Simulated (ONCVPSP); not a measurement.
**An ONCV potential for Cl, from input to tests**

Aim: build the potential from the settings below, then test how well it stands in for the atom: other configurations, scattering, ghost states and the plane-wave cutoff that it needs.

The numbers are computed with ONCVPSP 4.0.1 (PBE, scalar-relativistic, spin-unpolarised reference atom).

**1. The atom and the settings**

The settings as typed:

```
element                 : chlorine (Cl, Z = 17)
type                    : optimised norm-conserving Vanderbilt (ONCV)
frozen core             : [Ne]
valence charge          : 7
reference configuration : 3s2 3p5
partial waves           : 3s: rc 1.10 bohr, ncon 5, nbas 8, qcut 5.2 1/bohr, 2 projectors, debl 2.7 Ha; 3p: rc 1.10 bohr, ncon 5, nbas 8, qcut 6.9 1/bohr, local; d scattering state at 0.16 Ha: rc 1.25 bohr, ncon 5, nbas 10, qcut 7.6 1/bohr, 1 projector
local potential         : the p channel
core correction         : polynomial model core, fcfact 0.35
```

The nodes and maxima of the atom's own shells, from an earlier all-electron run, set the scale for the radii.

All-electron outer shells of the reference configuration (PBE, scalar-relativistic, ld1.x):

```tsv
shell	level (eV)	outermost node (bohr)	outermost maximum (bohr)
2s	-252.70	0.12	0.36
2p	-191.63	–	0.30
3s	-20.69	0.55	1.29
3p	-8.59	0.53	1.43
```

**2. Generating the potential**

The input, Cl.dat:

```
# ATOM AND REFERENCE CONFIGURATION
# atsym  z   nc   nv     iexc    psfile
  Cl 17.00    3    2        4      upf
#
#   n    l    f
    1    0    2.00
    2    0    2.00
    2    1    6.00
    3    0    2.00
    3    1    5.00
#
# PSEUDOPOTENTIAL AND OPTIMIZATION
# lmax
    2
#
#   l,   rc,      ep,       ncon, nbas, qcut
    0    1.10    0.00    5    8    5.20
    1    1.10    0.00    5    8    6.90
    2    1.25    0.16    5   10    7.60
#
# LOCAL POTENTIAL
# lloc, lpopt,  rc(5),   dvloc0
    1    5    1.10    0.00
#
# VANDERBILT-KLEINMAN-BYLANDER PROJECTORs
# l, nproj, debl
    0    2    2.70
    1    0    0.40
    2    1    1.40
#
# MODEL CORE CHARGE
# icmod, fcfact, rcfact
    1    0.35    0.00
#
# LOG DERIVATIVE ANALYSIS
# epsh1, epsh2, depsh
   -2.00    5.00    0.02
#
# OUTPUT GRID
# rlmax, drl
    6.00    0.01
#
# TEST CONFIGURATIONS
# ncnf
    4
# nvcnf
#   n    l    f
    2
    3    0    2.00
    3    1    4.00
#
    2
    3    0    2.00
    3    1    3.00
#
    2
    3    0    2.00
    3    1    2.00
#
    2
    3    0    2.00
    3    1    1.00
#
```

On the command line:

```
$ oncvpsp.x < Cl.dat > Cl.out
```

**Question.** What will these runs give? Wanted: cutoffs for 1 and 0.1 mHa per electron, occupied waves; bound ghosts; GHOST(+) flags; largest test error; largest phase difference near zero energy, channels read; rms error of d²Exc/dn², without and with the model core.

**Answer**, as computed:

| quantity | value |
| --- | --- |
| cutoffs for 1 and 0.1 mHa per electron, occupied waves | 136 Ha and 162 Ha |
| bound ghosts | s at -198.97 eV |
| GHOST(+) flags | none at low energy |
| largest test error (AE − PS) | +135 meV, for 3s2 3p1 |
| largest phase difference near zero energy, channels read | 0.008 rad |
| rms error of d²Exc/dn², without and with the model core | 1.70 and 0.14 mHa |

What this shows: It has a bound ghost (s), a state that the atom doesn't have, and that rules the file out. The worst unpolarised test, 3s2 3p1, is off by 135 meV on 129.9 eV; by total energies transferability rates as fair for so large an energy. That test lies far up in energy; among those under 40 eV, nearer to bonding, the largest error is 21 meV. By its cutoff, 136 Ha for the looser tolerance, it is very hard. Near zero energy the phases of the channels with partial waves agree within 0.008 rad. All of this concerns the isolated atom, not yet a solid.
